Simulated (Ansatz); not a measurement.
# C2H4AuNO: how energies converge with the basis set

The task here is to estimate one member of a computed series from the others.

Program: Ansatz 0.2.0, Gaussian basis. Level of theory: one geometry, several basis sets. These are calculated values, not measurements.

The runs, in order: PBE0-D4/def2-SVP; ωB97M-V/def2-SVP; PBE0-D4/def2-QZVPP; ωB97M-V/def2-QZVPP; the functionals' def2-TZVPP values are taken from earlier runs.

## The geometry

The geometry comes from an earlier relaxation with PBE0-D4 in a triple-zeta def2 set; it is a stationary point, not always the lowest conformer. Au takes the def2 core potential; no spin-orbit term is included.

SMILES `CC#[N+][Au-][OH]`, 9 atoms, charge 0, spin multiplicity 1.

Atoms are counted from 1 here; the program's logs count them from 0.

Bond lengths: C1–C2 1.443 Å, C1–H6 1.091 Å, C1–H7 1.091 Å, C1–H8 1.091 Å, C2–N3 1.146 Å, N3–Au4 1.948 Å, Au4–O5 1.939 Å, O5–H9 0.961 Å. Angles: C2–C1–H6 110.0°, C2–C1–H7 109.8°, C2–C1–H8 110.0°, H6–C1–H7 109.0°, H6–C1–H8 109.1°, H7–C1–H8 109.0°, C1–C2–N3 180.0°, C2–N3–Au4 179.4°, N3–Au4–O5 177.3°, Au4–O5–H9 108.8°.

The first run:

Contents of in.yaml:

```yaml
crystal:
  periodic: [false, false, false]
  atoms:
    - {symbol: C, position_ang: [0.886031, -1.979558, 0.786628]}
    - {symbol: C, position_ang: [0.383820, -0.723135, 0.284446]}
    - {symbol: N, position_ang: [-0.014471, 0.274412, -0.113942]}
    - {symbol: Au, position_ang: [-0.709447, 1.965173, -0.786822]}
    - {symbol: O, position_ang: [-1.314282, 3.676045, -1.469935]}
    - {symbol: H, position_ang: [1.568668, -1.801701, 1.619399]}
    - {symbol: H, position_ang: [0.055467, -2.596935, 1.133239]}
    - {symbol: H, position_ang: [1.418542, -2.510883, -0.004108]}
    - {symbol: H, position_ang: [-2.274337, 3.696572, -1.448906]}
basis:
  gaussian: {orbitals: def2-SVP}
hamiltonian: {xc: pbe0, dispersion: d4}
output: {orbitals: {seedname: orbitals}}
```

Among the steps run: PBE0-D4 in def2-SVP; ωB97M-V in def2-SVP; PBE0-D4 in def2-QZVPP; ωB97M-V in def2-QZVPP.

One table of the session follows, with a row left open; its other results are not shown here.

It belongs to the step «Functionals by basis». 

| functional | basis | HOMO (eV) |
| --- | --- | --- |
| PBE0-D4 | def2-SVP | -6.07 |
| PBE0-D4 | def2-TZVPP | ? |
| PBE0-D4 | def2-QZVPP | -6.34 |
| ωB97M-V | def2-SVP | -8.29 |
| ωB97M-V | def2-TZVPP | -8.54 |
| ωB97M-V | def2-QZVPP | -8.61 |

Estimate the missing values for PBE0-D4, def2-TZVPP.

The run gave: HOMO (eV): -6.28. In the column «HOMO (eV)» it lies between PBE0-D4, def2-QZVPP (-6.34) and PBE0-D4, def2-SVP (-6.07).
